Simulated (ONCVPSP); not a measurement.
# Pseudopotential generation for P: ONCV, PBE

Aim: build the potential from the settings below, then test how well it stands in for the atom: other configurations, scattering, ghost states and the plane-wave cutoff that it needs.

Method: ONCVPSP 4.0.1, PBE, scalar-relativistic.

## 1. Settings

Typed settings, in words:

| Item | Value |
| --- | --- |
| element | phosphorus (P, Z = 15) |
| type | optimised norm-conserving Vanderbilt (ONCV) |
| frozen core | [Ne] |
| valence charge | 5 |
| reference configuration | 3s2 3p3 |
| partial waves | 3s: rc 1.65 bohr, ncon 3, nbas 8, qcut 3.8 1/bohr, 2 projectors, debl 1.9 Ha; 3p: rc 1.55 bohr, ncon 4, nbas 8, qcut 5.1 1/bohr, 2 projectors, debl 3.4 Ha; d scattering state at 0.19 Ha: rc 1.75 bohr, ncon 3, nbas 6, qcut 5.7 1/bohr, 3 projectors, debl 0.9 Ha |
| local potential | polynomial inside 1.20 bohr (lpopt 5, dvloc0 0 Ha) |
| core correction | not asked for |

An earlier all-electron run gives the scale for the radii.

All-electron outer shells of the reference configuration (PBE, scalar-relativistic, ld1.x):

| shell | level (eV) | outermost node (bohr) | outermost maximum (bohr) |
| --- | --- | --- | --- |
| 2s | -173.99 | 0.14 | 0.42 |
| 2p | -124.49 | – | 0.36 |
| 3s | -13.97 | 0.65 | 1.58 |
| 3p | -5.51 | 0.64 | 1.83 |

## 2. Generation

The input, P.dat:

```
# ATOM AND REFERENCE CONFIGURATION
# atsym  z   nc   nv     iexc    psfile
  P 15.00    3    2        4      upf
#
#   n    l    f
    1    0    2.00
    2    0    2.00
    2    1    6.00
    3    0    2.00
    3    1    3.00
#
# PSEUDOPOTENTIAL AND OPTIMIZATION
# lmax
    2
#
#   l,   rc,      ep,       ncon, nbas, qcut
    0    1.65    0.00    3    8    3.80
    1    1.55    0.00    4    8    5.10
    2    1.75    0.19    3    6    5.70
#
# LOCAL POTENTIAL
# lloc, lpopt,  rc(5),   dvloc0
    4    5    1.20    0.00
#
# VANDERBILT-KLEINMAN-BYLANDER PROJECTORs
# l, nproj, debl
    0    2    1.90
    1    2    3.40
    2    3    0.90
#
# MODEL CORE CHARGE
# icmod, fcfact, rcfact
    0    0.00    0.00
#
# LOG DERIVATIVE ANALYSIS
# epsh1, epsh2, depsh
   -2.00    5.00    0.02
#
# OUTPUT GRID
# rlmax, drl
    6.00    0.01
#
# TEST CONFIGURATIONS
# ncnf
    4
# nvcnf
#   n    l    f
    2
    3    0    2.00
    3    1    2.00
#
    2
    3    0    2.00
    3    1    1.00
#
    2
    3    0    2.00
    3    1    0.00
#
    2
    3    0    0.00
    3    1    5.00
#
```

On the command line:

```bash
$ oncvpsp.x < P.dat > P.out
```

Q: Predict the outcome of this session. Wanted: cutoffs for 1 and 0.1 mHa per electron, occupied waves; bound ghosts; GHOST(+) flags; largest test error; largest phase difference near zero energy, channels read.

As calculated:

| quantity | value |
| --- | --- |
| cutoffs for 1 and 0.1 mHa per electron, occupied waves | 13 Ha and 67 Ha |
| bound ghosts | d at -926.29 eV |
| GHOST(+) flags | s at 128 eV, d at 1121 eV |
| largest test error (AE − PS) | +52 meV, for 3s2 3p0 |
| largest phase difference near zero energy, channels read | 0.001 rad |

A bound ghost (d) makes it unfit for use: electrons can fall into a state that the atom doesn't have. By total energies transferability is fair: the largest error is 52 meV on 58.6 eV, for 3s2 3p0. That test lies far up in energy; among those under 40 eV, nearer to bonding, the largest error is 9.1 meV. The potential is soft on the atom at that tolerance: the looser tolerance needs 13 Ha. The tighter tolerance needs 67 Ha, and converged work needs a cutoff nearer that. At the looser tolerance the 3s wave is the slowest; 3p needs 5 Ha. Near zero energy the phases of the channels with partial waves agree within 0.001 rad. The program also flags highly localised states, GHOST(+) (s, d).
